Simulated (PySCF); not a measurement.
# C2Cl4F2: the cost of one run

The runs use PySCF 2.14.0, with density-fitted response routines of our own; the level of theory stands in each step. All values are computed, except where a source is named. Atoms are numbered from 0 throughout.

### Step 1. Starting geometry

8 atoms, charge 0, multiplicity 1; geometry from: GFN2-xTB. The atoms were then displaced at random by about 0.01 Å, so the start is not that level's minimum.

Bonds of the start (Å): F0–C1 1.34, C1–Cl2 1.76, C1–Cl3 1.77, C1–C4 1.54, C4–F5 1.33, C4–Cl6 1.77, C4–Cl7 1.76.

### Step 2. Relaxing the molecule at PBE0-D3(BJ)/def2-TZVP

Job settings and geometry (Å):

```
{"job": {"xc": "PBE0", "basis": "def2-TZVP", "d3": "d3bj", "grid": 2, "shake": 0.01, "kind": "geom"}, "charge": 0, "multiplicity": 1}
F      1.313350     0.692750    -1.038440
C      0.737350     0.202790     0.071850
Cl     1.686120    -1.194290     0.572890
Cl     0.773860     1.456200     1.322100
C     -0.705640    -0.242230    -0.230320
F     -0.700990    -1.193320    -1.162210
Cl    -1.627920     1.138480    -0.833930
Cl    -1.421000    -0.879520     1.245610
```

On the command line:

```sh
$ OMP_NUM_THREADS=1 python probes_run.py task.json out
```

One launch serves the whole session: the jobs run in the order shown.

Q: Estimate the wall time and peak memory of this first job on 1 thread of Intel Xeon Platinum 8259CL at 2.50GHz, shared host.

About 4.3 min, with a peak of 1.3 GiB.
